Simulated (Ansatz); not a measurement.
# Cd3InO: the cost of one run

Method: DFT PBE, scalar-relativistic, plane waves, PAW, in Ansatz 0.2.0.

1 further run of the same task is left out (set aside as unsound or not needed).

### 1 The system as given

It takes space group P4mm (No. 99, tetragonal). The conventional cell has a = 4.143 Å, b = 4.143 Å, c = 8.569 Å, α = 90.00°, β = 90.00°, γ = 90.00°. Around Cd (site symmetry 4mm) lie 1 O at 2.14 Å. Cd (site symmetry 2mm) has 2 O at 2.42 Å as nearest neighbours. Around In (site symmetry 4mm) lie 5 Cd at 2.86 to 3.10 Å. Around O (site symmetry 4mm) lie 5 Cd at 2.14 to 2.42 Å.

As a file:

```xyz
5
Lattice="4.1428 0.0000 0.0000 0.0000 4.1428 0.0000 0.0000 0.0000 8.5693" Properties=species:S:1:pos:R:3 pbc="T T T"
Cd    0.0000    0.0000    6.4926
Cd    2.0714    0.0000    3.0918
Cd    0.0000    2.0714    3.0918
In    0.0000    0.0000    0.7876
O     0.0000    0.0000    4.3522
```

The cell was relaxed beforehand at this level, from a generated guess; it needn't be the stable form of this composition. At a tolerance of 0.05 Å it has space group P4mm (No. 99); it has 29.41 Å³/atom, an uncorrected energy of -0.09 eV/atom over the elements.

### 2 Electronic structure at the relaxed geometry

Contents of input.yaml:

```yaml
crystal:
  lattice:
    - [4.1427960186, 0.0, 0.0]
    - [0.0, 4.1427960186, 0.0]
    - [0.0, 0.0, 8.5692509228]
  atoms:
    - { symbol: Cd, position: [0.0, 0.0, 0.7576677826] }
    - { symbol: Cd, position: [0.5, 0.0, 0.3608038346] }
    - { symbol: Cd, position: [0.0, 0.5, 0.3608038346] }
    - { symbol: In, position: [0.0, 0.0, 0.0919087414] }
    - { symbol: O, position: [0.0, 0.0, 0.5078833568] }
basis:
  ecutwfc: 420
kpoints:
  mp_grid: { grid: [10, 10, 6] }
  band_path:
    path:
      - [[0.0, 0.0, 0.0], [0.0, 0.5, 0.0], [0.5, 0.5, 0.0], [0.0, 0.0, 0.0], [0.0, 0.0, 0.5], [0.0, 0.5, 0.5], [0.5, 0.5, 0.5], [0.0, 0.0, 0.5]]
      - [[0.0, 0.5, 0.0], [0.0, 0.5, 0.5]]
      - [[0.5, 0.5, 0.0], [0.5, 0.5, 0.5]]
    npoints: 14
hamiltonian:
  xc: pbe
scf:
  occupations: { method: gaussian, width: 0.1 }
  n_extra_bands: 12
output:
  forces: true
  stress: true
  eigenvalues: true
  populations: true
  dos: { projected: true, de: 0.02, nscf_kmesh: { grid: [12, 12, 8] } }
  bader: true
  write_density: true
  write_potential: true
  elf: true
  volumetric_format: npy
```

The run is started by

```console
> ansatz run input.yaml --threads 1 --pin off --max-ram 2560MiB --backend cpu --events-out ev --progress --plain --runs-dir out
```

Q: Estimate wall time and peak memory on 1 thread of Arm Neoverse V2, shared host.

About 4.4 min, with a peak of 0.91 GiB.
